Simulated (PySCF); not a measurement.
# C4H7BO: the cost of one run

The runs use PySCF 2.14.0, with density-fitted response routines of our own; the level of theory stands in each step. All values are computed, except where a source is named. Atoms are numbered from 0 throughout.

## Step 1: Starting geometry

13 atoms, charge 0, multiplicity 1; geometry from: GFN2-xTB. The atoms were then displaced at random by about 0.01 Å, so the start is not that level's minimum.

Bonds of the start (Å): B0–C1 1.59, C1–O2 1.43, O2–C3 1.35, C3–C4 1.53, C4–C5 1.31, C5–C3 1.52, B0–H6 1.18, B0–H7 1.14, C1–H8 1.08, C1–H9 1.11, C3–H10 1.08, C4–H11 1.06, C5–H12 1.08.

## Step 2: Relaxing the molecule at PBE0-D3(BJ)/def2-SVP

The job: settings as JSON, then the geometry in Å.

```
{"job": {"xc": "PBE0", "basis": "def2-SVP", "d3": "d3bj", "grid": 1, "shake": 0.01, "kind": "geom"}, "charge": 0, "multiplicity": 1}
B      2.471450    -0.321170     0.694200
C      1.029640    -0.540800     0.057700
O      0.254260     0.644250    -0.156660
C     -0.940820     0.405560    -0.733970
C     -2.131210    -0.055390     0.102240
C     -2.146920     1.202550    -0.269760
H      2.817760     0.777670     0.959080
H      3.138580    -1.225310     0.876850
H      1.139670    -1.065090    -0.882660
H      0.458760    -1.233070     0.709750
H     -0.904770     0.068340    -1.760440
H     -2.561850    -0.845540     0.666830
H     -2.618730     2.171110    -0.273480
```

On the command line:

```console
$ OMP_NUM_THREADS=1 python probes_run.py task.json out
```

This one command runs all jobs of the session in turn.

Q: Estimate the wall time and peak memory of this first job on 1 thread of Arm Neoverse N1, shared host.

About 43 s, with a peak of 0.51 GiB.
